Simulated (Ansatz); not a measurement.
The system is MnHg.

```
Hg Mn
1.0
     3.31500    0.00000    0.00000
     0.00000    3.31500    0.00000
     0.00000    0.00000    3.31500
Hg Mn
1 1
Direct
  0.00000 0.00000 0.00000
  0.50000 0.50000 0.50000
```

Base run:

| Quantity | Value |
| --- | --- |
| Program | Ansatz 0.2.0 |
| Functional | LDA |
| Potentials or basis | Ansatz PAW |
| Cutoff | 420 eV (not typed: the program's choice for these potentials) |
| k mesh | 8 × 8 × 8 |
| Occupations | gaussian, width 0.05 eV |
| Spin | collinear spin, ferromagnetic start |
| Starting moments | [0.0, 4.0] μB |

Its results: band gap on the k mesh none (metal or under the smearing width); pressure -9.8 GPa; net moment 3.78 μB per cell; site moments Hg -0.03; Mn +3.74 μB.

The run is repeated on the same cell with these changes: occupations from gaussian, width 0.05 eV to gaussian, width 0.02 eV. What comes out?

Band gap on the k mesh none (metal or under the smearing width); pressure -10.2 GPa; net moment 3.73 μB per cell; site moments Hg -0.03; Mn +3.70 μB.

Caveats: the PAW data sets come from PBE, with cores solved anew for the run's functional, which leaves a small shift of forces and pressure.
